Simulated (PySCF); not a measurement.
# MgSn: from the state search to spectroscopic constants

One job finds the state of MgSn, follows it along the bond with each method and fits the curves.

Program: PySCF 2.14.0. Level of theory: Mg cc-pVDZ, Sn cc-pVDZ-PP with ECP28, scalar-relativistic core potentials. These are calculated values, not measurements.

## Step 1: Input

The job is set up so:

```json
{"atoms": "Mg, Sn", "charge": "0", "basis": "Mg cc-pVDZ, Sn cc-pVDZ-PP with ECP28", "Hamiltonian": "scalar-relativistic core potentials", "basis functions": "41", "electrons treated": "34", "masses in u": "23.9850, 119.9022", "levels": "PBE0, PBE, r²SCAN, TPSS, MN15, PBEsol, HSE06, HF, MP2, SCS-MP2, CCSD, CCSD(T)", "grid": "80 radial by 434 angular points", "occupations": "held fixed by the projection of orbital angular momentum", "dissociation limit": "Mg + Sn, each in its ground configuration", "starting distance in angstrom": "2.705", "values of 2S to try": "0, 2"}
```

Launch:

```console
OMP_NUM_THREADS=1 python dia.py task.json out
```

After this run come: First curve: PBE0; Higher solutions at PBE0; PBE (GGA); r²SCAN (meta-GGA); TPSS; MN15 (hybrid meta-GGA); PBEsol (GGA); HSE06 (range-separated hybrid); ROHF; Adding correlation.

Q: Predict the outcome of this session. Wanted: for each run, Re; ωe; De; μ.

**Answer**, as computed:

Lowest PBE0 solution found, without spin–orbit coupling: ³Σ⁻ (triplet), unpaired electrons π ↑↑. State 2 has its PBE0 minimum 0.28 eV higher, as a spin-mixed determinant (⟨S²⟩ = 1.01), so this is no gap between pure states. State 3 has its PBE0 minimum 0.54 eV higher. State 4 has its PBE0 minimum 0.66 eV higher, as a spin-mixed determinant (⟨S²⟩ = 1.02), so this is no gap between pure states. The other levels ran on the lowest alone.

| level | Re (Å) | ωe (cm⁻¹) | De (eV) | μ (D) |
| --- | --- | --- | --- | --- |
| ROHF | 3.042 | 119.7 | 0.184 | -3.00 |
| ROHF-MP2 | 2.788 | 216.4 | 0.67 | n/a |
| ROHF-SCS-MP2 | 2.827 | 197.7 | 0.54 | n/a |
| ROHF-CCSD | 2.834 | 203.0 | 0.57 | n/a |
| ROHF-CCSD(T) | 2.810 | 215.6 | 0.67 | n/a |
| PBE | 2.777 | 222.9 | 1.02 | -2.65 |
| PBEsol | 2.749 | 232.4 | 1.16 | -2.78 |
| TPSS | 2.769 | 225.2 | 0.99 | -2.77 |
| r²SCAN | 2.750 | 234.3 | 1.08 | -3.08 |
| PBE0 | 2.775 | 221.4 | 0.92 | -2.97 |
| HSE06 | 2.775 | 221.4 | 0.94 | -2.98 |
| MN15 | 2.793 | 211.3 | 0.94 | -2.99 |

De is counted to Mg + Sn in their ground configurations. A positive dipole means Mg(−)Sn(+).

**Reading.** The methods spread over 0.294 Å in bond length, from PBEsol to ROHF. CCSD(T) can't serve as the judge here: for a weak bond in this basis it is far from its limit. Among the levels with a De in the table, it runs from 0.184 eV (ROHF) to 1.16 eV (PBEsol).

Correlated steps freeze 5 core orbitals. These are scalar-relativistic numbers at best; spin–orbit coupling would shift them, the dissociation energy most.
